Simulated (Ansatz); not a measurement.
# C3H11AsSi: one species, many methods

One table from this session's results is given with a row withheld; the runs are named, their logs left out.

Computed with Ansatz 0.2.0, Gaussian basis. Level: functionals in def2-TZVPP, the program's frozen cores in correlated methods.

The runs, in order: LDA (SPW92), PBE-D4, revPBE-D4, BLYP-D4, r2SCAN-D4, B97M-V, PBE0-D4, B3LYP-D4, r2SCANh-D4, r2SCAN0-D4, HSE06-D4, BHLYP-D4, CAM-B3LYP-D4, LC-ωPBE, ωB97X-V, ωB97M-V, B2PLYP, PBE-QIDH; CCSD(T)/def2-SVP; MP2/def2-TZVPP; MP2/def2-QZVPP; RPA on PBE.

### The relaxed structure

An earlier PBE0-D4 in a triple-zeta def2 set relaxation fixed the geometry.

SMILES `CC[As](C)[SiH3]`, 16 atoms, charge 0, spin multiplicity 1.

Atoms are counted from 1 here; the program's logs count them from 0.

Bond lengths: C1–C2 1.517 Å, C1–H6 1.093 Å, C1–H7 1.093 Å, C1–H8 1.093 Å, C2–As3 1.985 Å, C2–H9 1.093 Å, C2–H10 1.094 Å, As3–C4 1.976 Å, As3–Si5 2.359 Å, C4–H11 1.090 Å, C4–H12 1.091 Å, C4–H13 1.091 Å, Si5–H14 1.492 Å, Si5–H15 1.488 Å, Si5–H16 1.488 Å. Angles: C2–C1–H6 111.1°, C2–C1–H7 111.7°, C2–C1–H8 111.4°, H6–C1–H7 107.4°, H6–C1–H8 107.7°, H7–C1–H8 107.4°, C1–C2–As3 112.4°, C1–C2–H9 111.4°, C1–C2–H10 110.7°, As3–C2–H9 109.2°, As3–C2–H10 105.5°, H9–C2–H10 107.4°, C2–As3–C4 97.4°, C2–As3–Si5 96.5°, C4–As3–Si5 95.3°, As3–C4–H11 109.3°, As3–C4–H12 108.3°, As3–C4–H13 112.1° and more.

The first run:

File in.yaml:

```yaml
crystal:
  periodic: [false, false, false]
  atoms:
    - {symbol: C, position_ang: [0.645238, 1.175650, -1.858694]}
    - {symbol: C, position_ang: [0.695780, -0.122408, -1.074499]}
    - {symbol: As, position_ang: [-1.034664, -0.545654, -0.199737]}
    - {symbol: C, position_ang: [-0.407308, -2.075636, 0.881318]}
    - {symbol: Si, position_ang: [-0.850786, 1.038313, 1.538741]}
    - {symbol: H, position_ang: [1.585846, 1.352924, -2.387004]}
    - {symbol: H, position_ang: [0.469656, 2.034792, -1.206060]}
    - {symbol: H, position_ang: [-0.155434, 1.161059, -2.602362]}
    - {symbol: H, position_ang: [1.484737, -0.101788, -0.318631]}
    - {symbol: H, position_ang: [0.901604, -0.966808, -1.738311]}
    - {symbol: H, position_ang: [-1.178455, -2.347888, 1.602395]}
    - {symbol: H, position_ang: [-0.244575, -2.922926, 0.213680]}
    - {symbol: H, position_ang: [0.520107, -1.850860, 1.409682]}
    - {symbol: H, position_ang: [0.516429, 1.023974, 2.136468]}
    - {symbol: H, position_ang: [-1.837218, 0.712359, 2.604584]}
    - {symbol: H, position_ang: [-1.133954, 2.412298, 1.042728]}
basis:
  gaussian: {orbitals: def2-TZVPP}
hamiltonian: {xc: lda}
output: {orbitals: {seedname: orbitals}}
```

Started as:

```sh
ansatz run in.yaml --threads 4 --pin off --events-out ev --progress --plain --max-ram 11315MiB
```

Steps of the session up to this table: LDA; PBE-D4 (GGA); revPBE-D4 (GGA); BLYP-D4 (GGA); r2SCAN-D4 (meta-GGA); B97M-V (meta-GGA); PBE0-D4 (hybrid); B3LYP-D4 (hybrid); r2SCANh-D4 (hybrid); r2SCAN0-D4 (hybrid); HSE06-D4 (hybrid); BHLYP-D4 (hybrid); CAM-B3LYP-D4 (range-separated); LC-ωPBE (range-separated); ωB97X-V (range-separated); ωB97M-V (range-separated); B2PLYP (double hybrid); PBE-QIDH (double hybrid).

One of the session's tables, all rows but one given; the rest of the session is left out.

It belongs to the step «Orbital energies across the functionals». 

| functional | HOMO (eV) | LUMO (eV) | gap (eV) |
| --- | --- | --- | --- |
| LDA (SPW92) | -5.70 | -0.76 | 4.94 |
| PBE-D4 | -5.58 | -0.53 | 5.05 |
| revPBE-D4 | -5.53 | -0.42 | 5.11 |
| BLYP-D4 | -5.44 | -0.40 | 5.04 |
| r2SCAN-D4 | -5.79 | -0.24 | 5.55 |
| B97M-V | -5.89 | -0.42 | 5.48 |
| PBE0-D4 | -6.60 | 0.28 | 6.87 |
| B3LYP-D4 | -6.42 | 0.07 | 6.49 |
| r2SCANh-D4 | -6.17 | 0.04 | 6.21 |
| r2SCAN0-D4 | -6.74 | 0.46 | 7.20 |
| HSE06-D4 | -6.21 | -0.10 | 6.11 |
| BHLYP-D4 | -7.51 | 1.10 | 8.61 |
| CAM-B3LYP-D4 | -7.84 | 1.23 | 9.07 |
| LC-ωPBE | ? | ? | ? |
| ωB97X-V | -8.80 | 2.21 | 11.00 |
| ωB97M-V | -8.68 | 1.92 | 10.60 |

**Question.** Estimate the row for LC-ωPBE.

The run gave: HOMO (eV): -9.10; LUMO (eV): 2.34; gap (eV): 11.44. In the column «HOMO (eV)» it is the lowest.
